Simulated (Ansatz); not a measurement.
The first iterations of a band of a periodic cell of 17 atoms, Ti$_{8}$Ru$_{8}$Au (surface TiRu(001), adsorbate Au).

Level of theory: Ansatz, DFT PBE, scalar-relativistic, plane waves, PAW. Settings: cutoff 420 eV, k mesh 3x3x1, fermi-dirac smearing 0.1 eV, no spin polarisation.

```
movable images  : 3
climbing image  : yes
spring          : 1.0 eV/Å²
optimiser       : lbfgs
start path      : straight line
force threshold : 0.05 eV/Å
iteration limit : 44
end points      : relaxed
atoms held      : 2, 6, 10, 14
```

First end point:

```xyz
17
Lattice="6.1400 0.0000 0.0000 0.0000 6.1400 0.0000 0.0000 0.0000 16.6050" Properties=species:S:1:pos:R:3
Ti 1.531 1.531 2.229
Ru 0.000 0.000 1.000
Ti 1.557 1.557 5.351
Ru -0.002 -0.003 4.009
Ti 1.531 4.606 2.229
Ru 0.000 3.070 1.000
Ti 1.559 4.574 5.352
Ru -0.002 3.068 3.979
Ti 4.607 1.530 2.229
Ru 3.070 0.000 1.000
Ti 4.574 1.558 5.351
Ru 3.068 -0.003 3.979
Ti 4.606 4.606 2.230
Ru 3.070 3.070 1.000
Ti 4.576 4.575 5.352
Ru 3.068 3.068 3.913
Au 3.061 3.059 7.202
```

Last end point:

Only the atoms that move by more than 0.05 Å are listed.
```
Ti3 1.504 1.558 5.351
Ti7 1.506 4.575 5.352
Ru8 -0.002 3.068 3.913
Ti11 4.627 1.557 5.351
Ti15 4.629 4.574 5.352
Ru16 3.068 3.068 3.979
Au17 6.131 3.059 7.202
```

| iteration | highest image above the first end (eV) | largest band force component (eV/Å) |
| --- | --- | --- |
| 1 | 0.817 | 3.226 |
| 2 | 0.625 | 2.191 |
| 3 | 0.437 | 0.714 |

Question: Does the band converge within its limit, and where does its top end?

Answer: The forces met the threshold. It ended after 11 iterations with the highest image 0.367 eV above the first end. By the program's own check the climbing image is of a kind that is not told: the force calls were inconclusive, a negative curvature could not be distinguished from the path's own, the only one lies far off the path, or fixed occupations may fill a level only in part (lowest curvatures found: -0.40 and 0.51 eV/Å²). Limits of this set-up: coarse k mesh, thin slab, slab without dipole correction, a typed lattice constant that wasn't relaxed here.

The run took 20 min on 4 threads of Intel(R) Xeon(R) Platinum 8259CL CPU @ 2.50GHz (Skylake/Cascade Lake), on a shared host, peak memory 3.4 GiB.
